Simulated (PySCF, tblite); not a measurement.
# C8H8O: geometry, infrared bands and NMR shifts

What infrared bands and NMR shifts should C8H8O (`C=C/C(C=O)=C\C#CC`) show?

The runs use tblite 0.8.0 and PySCF 2.14.0, with density-fitted response routines of our own; the level of theory stands in each step. All values are computed, except where a source is named. Atoms are numbered from 0 throughout.

## Step 1: Starting geometry

17 atoms, charge 0, multiplicity 1; geometry from: force field or distance geometry start.

Bonds of the start (Å): C0–C1 1.34, C1–C2 1.44, C2–C3 1.52, C3–O4 1.21, C2–C5 1.34, C5–C6 1.43, C6–C7 1.21, C7–C8 1.46, C0–H9 1.10, C0–H10 1.08, C1–H11 1.10, C3–H12 1.11, C5–H13 1.09, C8–H14 1.09, C8–H15 1.08, C8–H16 1.10.

## Step 2: Optimising the geometry with GFN2-xTB

Job settings and geometry (Å):

```
{"job": {"kind": "relax", "xc": "GFN2-xTB", "basis": "xTB"}, "charge": 0, "multiplicity": 1}
C     -2.213900    -1.150800     1.458600
C     -1.211700    -0.706900     0.692400
C     -1.252200     0.279400    -0.359400
C     -2.570700     0.754600    -0.936100
O     -2.689400     1.664300    -1.724500
C     -0.179000     0.819200    -0.953800
C      1.170800     0.517900    -0.597100
C      2.314200     0.271300    -0.296600
C      3.700200    -0.035200     0.054700
H     -3.246000    -0.791800     1.376300
H     -2.042600    -1.894300     2.228800
H     -0.227900    -1.136600     0.915000
H     -3.463000     0.197300    -0.572200
H     -0.283600     1.544800    -1.757200
H      3.737600    -0.784600     0.840100
H      4.244200    -0.404200    -0.802200
H      4.205900     0.867500     0.423300
```

Run with:

```sh
OMP_NUM_THREADS=1 python probes_run.py task.json out
```

This one command runs all jobs of the session in turn.

Standard output:

```text
step      E/eV     max force
  0    -683.98454    1.990
  1    -684.04607    1.741
  2    -684.05012    2.001
  3    -684.07261    0.297
  4    -684.07822    0.264
  5    -684.08682    0.293
  6    -684.09002    0.271
  7    -684.09196    0.136
  8    -684.09371    0.115
  9    -684.09440    0.076
 10    -684.09471    0.068
 11    -684.09515    0.074
 12    -684.09586    0.080
 13    -684.09618    0.055
 14    -684.09639    0.040
 15    -684.09656    0.047
 16    -684.09676    0.051
 17    -684.09690    0.039
 18    -684.09699    0.021
 19    -684.09705    0.024
 20    -684.09712    0.028
 21    -684.09719    0.029
 22    -684.09725    0.023
 23    -684.09730    0.016
 24    -684.09733    0.016
 25    -684.09736    0.011
 26    -684.09737    0.011
 27    -684.09739    0.012
 28    -684.09740    0.013
 29    -684.09742    0.011
 30    -684.09745    0.013
 31    -684.09747    0.015
 32    -684.09750    0.017
 33    -684.09753    0.018
 34    -684.09756    0.016
 35    -684.09760    0.015
 36    -684.09764    0.018
 37    -684.09768    0.015
 38    -684.09771    0.015
 39    -684.09775    0.014
 40    -684.09778    0.014
 41    -684.09781    0.013
 42    -684.09782    0.008
```

Wall time 1.9 s (1 thread of Intel Xeon at 2.50GHz, shared host); peak memory 0.18 GiB.

Step by step: (not every step is listed)

| step | energy from step 0 (eV) | largest force (eV/Å) |
| --- | --- | --- |
| 0 | 0.0000 | 1.9895 |
| 1 | -0.0615 | 1.7406 |
| 2 | -0.0656 | 2.0007 |
| 3 | -0.0881 | 0.2967 |
| 4 | -0.0937 | 0.2641 |
| 5 | -0.1023 | 0.2926 |
| 6 | -0.1055 | 0.2713 |
| 7 | -0.1074 | 0.1356 |
| 8 | -0.1092 | 0.1152 |
| 10 | -0.1102 | 0.0676 |
| 12 | -0.1113 | 0.0798 |
| 14 | -0.1119 | 0.0401 |
| 16 | -0.1122 | 0.0513 |
| 18 | -0.1124 | 0.0211 |
| 20 | -0.1126 | 0.0280 |
| 22 | -0.1127 | 0.0230 |
| 24 | -0.1128 | 0.0159 |
| 26 | -0.1128 | 0.0112 |
| 28 | -0.1129 | 0.0126 |
| 30 | -0.1129 | 0.0135 |
| 32 | -0.1130 | 0.0172 |
| 34 | -0.1130 | 0.0157 |
| 36 | -0.1131 | 0.0177 |
| 37 | -0.1131 | 0.0152 |
| 38 | -0.1132 | 0.0149 |
| 39 | -0.1132 | 0.0141 |
| 40 | -0.1132 | 0.0141 |
| 41 | -0.1133 | 0.0135 |
| 42 | -0.1133 | 0.0085 |

Distances of close pairs at the start and the end, largest changes first:

| bond | before (Å) | after (Å) | change (Å) |
| --- | --- | --- | --- |
| C2–C3 | 1.516 | 1.466 | -0.050 |
| C5–C6 | 1.428 | 1.394 | -0.034 |
| C7–C8 | 1.462 | 1.441 | -0.021 |
| C2–C5 | 1.340 | 1.360 | +0.020 |
| C0–H9 | 1.096 | 1.076 | -0.019 |
| C1–H11 | 1.096 | 1.084 | -0.013 |
| C1–C2 | 1.442 | 1.454 | +0.011 |
| C8–H15 | 1.080 | 1.090 | +0.010 |

The final coordinates are the input of the step that follows.

## Step 3: Harmonic vibrations with GFN2-xTB

Job settings and geometry (Å):

```
{"job": {"kind": "ir", "xc": "GFN2-xTB", "basis": "xTB"}, "charge": 0, "multiplicity": 1}
C     -2.198114    -1.133563     1.444345
C     -1.197670    -0.706989     0.680626
C     -1.271603     0.286892    -0.377604
C     -2.558720     0.733714    -0.918176
O     -2.697529     1.601480    -1.747907
C     -0.150334     0.824455    -0.929253
C      1.159982     0.512787    -0.568424
C      2.304852     0.259586    -0.279868
C      3.671813    -0.040101     0.064486
H     -3.206845    -0.768447     1.355679
H     -2.032936    -1.873219     2.208903
H     -0.201272    -1.099103     0.846654
H     -3.438378     0.194625    -0.523655
H     -0.273778     1.560402    -1.716124
H      3.711940    -0.797019     0.847685
H      4.202494    -0.407326    -0.814358
H      4.169101     0.863856     0.417080
```

Standard output:

```text
mode    cm-1     km/mol
  1       9.8      0.30
  2      51.2      2.12
  3      75.1      0.80
  4      87.4      0.15
  5     118.6     10.56
  6     215.9      5.00
  7     227.0      1.42
  8     263.6      0.78
  9     283.2      0.72
 10     344.5      2.52
 11     388.2      1.29
 12     402.3      4.30
 13     560.4      7.76
 14     605.5     25.25
 15     672.3      0.43
 16     792.3     27.98
 17     833.6      8.08
 18     889.0     10.72
 19     913.0      3.72
 20     922.0      0.38
 21    1007.4     10.58
 22    1009.0     25.01
 23    1012.3     18.45
 24    1026.2     18.64
 25    1179.3     13.85
 26    1254.8     67.97
 27    1294.1      0.86
 28    1314.3     21.85
 29    1384.8     28.72
 30    1399.9     29.07
 31    1423.2      1.94
 32    1443.9      7.48
 33    1444.3     11.81
 34    1564.0    209.52
 35    1666.3      2.85
 36    1724.3    377.92
 37    2333.8    260.13
 38    2797.9    107.50
 39    2996.6     14.38
 40    3001.2     19.10
 41    3007.6     25.24
 42    3034.8      1.82
 43    3048.9     16.48
 44    3111.4     14.28
 45    3132.9     33.60
```

It took 3.6 s on 1 thread of Intel Xeon at 2.50GHz, shared host; peak memory 0.18 GiB.

The strongest bands and the atoms that carry them (share of the mass-weighted mode):

| cm⁻¹ | km/mol | atoms |
| --- | --- | --- |
| 1255 | 68.0 | C2 19 %, C7 15 %, C6 15 % |
| 1385 | 28.7 | H16 25 %, H15 25 %, C8 21 %, H14 19 % |
| 1400 | 29.1 | H12 46 %, C2 13 % |
| 1564 | 209.5 | C5 46 %, C2 43 % |
| 1724 | 377.9 | C3 58 %, O4 37 % |
| 2334 | 260.1 | C7 50 %, C6 48 % |
| 2798 | 107.5 | H12 94 % |
| 3133 | 33.6 | H9 45 %, H10 44 % |

## Step 4: Shielding tensors: PBE0/pcSseg-1

Same as in step 3 but for these lines:

```diff
@@ -1,2 +1,2 @@
-{"job": {"kind": "ir", "xc": "GFN2-xTB", "basis": "xTB"}, "charge": 0, "multiplicity": 1}
+{"job": {"kind": "nmr", "xc": "PBE0", "basis": "pcSseg-1"}, "charge": 0, "multiplicity": 1}
 C     -2.198114    -1.133563     1.444345
```

Level: GIAO PBE0/pcSseg-1 NMR shielding, non-relativistic, gas phase.

Standard output:

```text
coarse grid: 14736 points
cycle   1  E = -384.0803372785  dE =  1.457e+00  |g| = 7.962e-01  |ddm| = 4.282e+00
cycle   2  E = -383.6907699355  dE =  3.896e-01  |g| = 1.609e+00  |ddm| = 3.264e+00
cycle   3  E = -384.2071400630  dE = -5.164e-01  |g| = 1.735e-01  |ddm| = 2.577e+00
cycle   4  E = -384.2138790928  dE = -6.739e-03  |g| = 6.425e-02  |ddm| = 2.638e-01
cycle   5  E = -384.2145764517  dE = -6.974e-04  |g| = 3.747e-02  |ddm| = 9.160e-02
cycle   6  E = -384.2149032925  dE = -3.268e-04  |g| = 9.342e-03  |ddm| = 3.419e-02
cycle   7  E = -384.2149234666  dE = -2.017e-05  |g| = 3.196e-03  |ddm| = 1.026e-02
cycle   8  E = -384.2149256852  dE = -2.219e-06  |g| = 1.085e-03  |ddm| = 3.782e-03
final grid: 143848 points
cycle   9  E = -384.2808477570  dE = -2.117e-05  |g| = 1.242e-02  |ddm| = 7.671e-02
cycle  10  E = -384.2807713070  dE =  7.645e-05  |g| = 2.362e-02  |ddm| = 3.710e-02
cycle  11  E = -384.2808785270  dE = -1.072e-04  |g| = 2.653e-03  |ddm| = 2.671e-02
cycle  12  E = -384.2808800227  dE = -1.496e-06  |g| = 4.130e-04  |ddm| = 2.478e-03
cycle  13  E = -384.2808800548  dE = -3.213e-08  |g| = 2.313e-04  |ddm| = 5.731e-04
cycle  14  E = -384.2808800677  dE = -1.288e-08  |g| = 7.416e-05  |ddm| = 2.502e-04
cycle  15  E = -384.2808800689  dE = -1.210e-09  |g| = 2.169e-05  |ddm| = 7.272e-05
cycle  16  E = -384.2808800690  dE = -1.099e-10  |g| = 7.604e-06  |ddm| = 2.790e-05
converged SCF energy = -384.2808800690

GIAO shielding tensors (ppm)
atom      isotropic    diamagn.    paramagn.     s11        s22        s33       span
  0 C       66.246     254.245    -188.000    -42.139     66.062    174.814    216.953
  1 C       45.916     253.627    -207.711    -74.852     51.819    160.780    235.631
  2 C       42.058     264.582    -222.524    -73.188     43.429    155.933    229.121
  3 C       -5.323     242.278    -247.600    -96.502    -22.520    103.053    199.555
  4 O     -322.007     401.319    -723.326   -965.192   -411.613    410.784   1375.976
  5 C       56.529     264.558    -208.029    -34.926     40.149    164.364    199.290
  6 C      101.345     250.094    -148.749     11.156     18.415    274.465    263.309
  7 C       63.672     268.818    -205.146      9.366     13.068    168.582    159.216
  8 C      179.803     254.623     -74.820    172.268    174.353    192.786     20.519
  9 H       25.541      31.636      -6.095     23.151     24.324     29.146      5.995
 10 H       26.019      29.956      -3.937     23.748     24.925     29.384      5.635
 11 H       24.272      34.265      -9.993     20.697     21.551     30.569      9.872
 12 H       21.365      28.481      -7.116     18.641     21.753     23.702      5.061
 13 H       24.841      32.912      -8.072     20.849     25.622     28.050      7.201
 14 H       29.312      31.188      -1.876     24.145     27.951     35.840     11.695
 15 H       29.245      27.479       1.765     24.442     27.379     35.913     11.471
 16 H       29.219      27.696       1.523     24.444     27.374     35.839     11.395
```

Run time: 2.4 min. Hardware: 1 thread of Intel Xeon at 2.50GHz, shared host; peak memory 0.81 GiB.

Shifts follow as δ = σ(reference) − σ, with reference shieldings (ppm) from runs at the same level and on the same kind of geometry: 1H TMS 31.72, 13C TMS 186.9, 17O H2O 336.1. The references are single molecules in the gas phase, so shifts against H2O, NH3, PH3, H3PO4 or CFCl3 are not on the usual liquid scales and can be off by tens of ppm. Atoms listed in one row are averaged.

| atoms | environment | σ (ppm) | δ (ppm) | δ scaled to CDCl3 |
| --- | --- | --- | --- | --- |
| C3 | aldehyde carbonyl carbon | -5.3 | 192.2 | 185.7 |
| C2 | α carbon of a C=C–C=O unit | 42.1 | 144.9 | 139.5 |
| C1 | alkene CH | 45.9 | 141.0 | 135.7 |
| C5 | β carbon of a C=C–C=O unit | 56.5 | 130.4 | 125.4 |
| C7 | alkyne carbon | 63.7 | 123.3 | 118.4 |
| C0 | terminal =CH2 carbon | 66.2 | 120.7 | 115.9 |
| C6 | alkyne carbon | 101.3 | 85.6 | 81.6 |
| C8 | propargylic methyl carbon | 179.8 | 7.1 | 5.0 |
| H12 | hydrogen on an aldehyde carbonyl carbon | 21.37 | 10.35 | 9.86 |
| H11 | hydrogen on an alkene CH | 24.27 | 7.44 | 7.12 |
| H13 | hydrogen on a β carbon of a C=C–C=O unit | 24.84 | 6.88 | 6.59 |
| H9 | hydrogen on a terminal =CH2 carbon | 25.54 | 6.18 | 5.93 |
| H10 | hydrogen on a terminal =CH2 carbon | 26.02 | 5.70 | 5.48 |
| H14, H15, H16 | hydrogen on a propargylic methyl carbon | 29.26 | 2.46 | 2.42 |
| O4 | aldehyde oxygen | -322.0 | 658.1 | – |

The scaled column applies a straight-line fit of computed shieldings to shifts measured in CDCl3 (root-mean-square error 0.16 ppm for H, 1.9 ppm for C).

The run also stored atomic charges by several schemes (e):

| atoms | Mulliken | IAO | Hirshfeld | ESP fit |
| --- | --- | --- | --- | --- |
| C0 | -0.12 | -0.31 | -0.09 | -0.50 |
| C1 | -0.11 | -0.14 | -0.05 | -0.04 |
| C2 | -0.42 | -0.06 | -0.01 | -0.12 |
| C3 | 0.38 | 0.25 | 0.12 | 0.44 |
| O4 | -0.36 | -0.40 | -0.22 | -0.47 |
| C5 | -0.08 | -0.11 | -0.01 | 0.06 |
| C6 | 0.14 | -0.07 | -0.06 | -0.36 |
| C7 | -0.25 | -0.01 | -0.02 | 0.24 |
| C8 | -0.19 | -0.44 | -0.09 | -0.57 |

Mayer bond orders: C0–C1 1.92, C1–C2 1.12, C2–C3 1.03, C3–O4 1.98, C2–C5 1.66, C5–C6 1.17, C6–C7 2.24, C7–C8 1.25.

## Step 5: Outcome

```
                                                              quantity                                                    value
                             strongest single infrared mode (GFN2-xTB)                                    1724 cm⁻¹, 378 km/mol
                                          zero-point energy (GFN2-xTB)                                            80.4 kcal/mol
                                13C shifts against TMS (PBE0/pcSseg-1)  192.2, 144.9, 141.0, 130.4, 123.3, 120.7, 85.6, 7.1 ppm
1H shifts against TMS (PBE0/pcSseg-1, means over atoms taken as alike)                  10.35, 7.44, 6.88, 6.18, 5.70, 2.46 ppm
                                17O shifts against H2O (PBE0/pcSseg-1)                                                658.1 ppm
```

In words: Over 42 steps the energy fell by 0.113 eV; of the close pairs, C2–C3 changed most, 1.516 to 1.466 Å. All 45 modes are real, so the xTB geometry is a minimum. The strongest single mode, at 1724 cm⁻¹, moves mainly C3 and O4. Unscaled tight-binding wavenumbers are off by several per cent, some by more. Its intensities can rank the bands wrongly. The most deshielded carbon is C3 (aldehyde carbonyl carbon), at 192.2 ppm: low-lying n→π* states of the double bond to the heteroatom give a large paramagnetic term (-248 ppm). The most deshielded hydrogen is H12 (hydrogen on an aldehyde carbonyl carbon), at 10.35 ppm: deshielded by the polar, anisotropic C=O bond. At PBE0/pcSseg-1: The largest span, 1376 ppm, is at O4, where the paramagnetic term is -723 ppm.
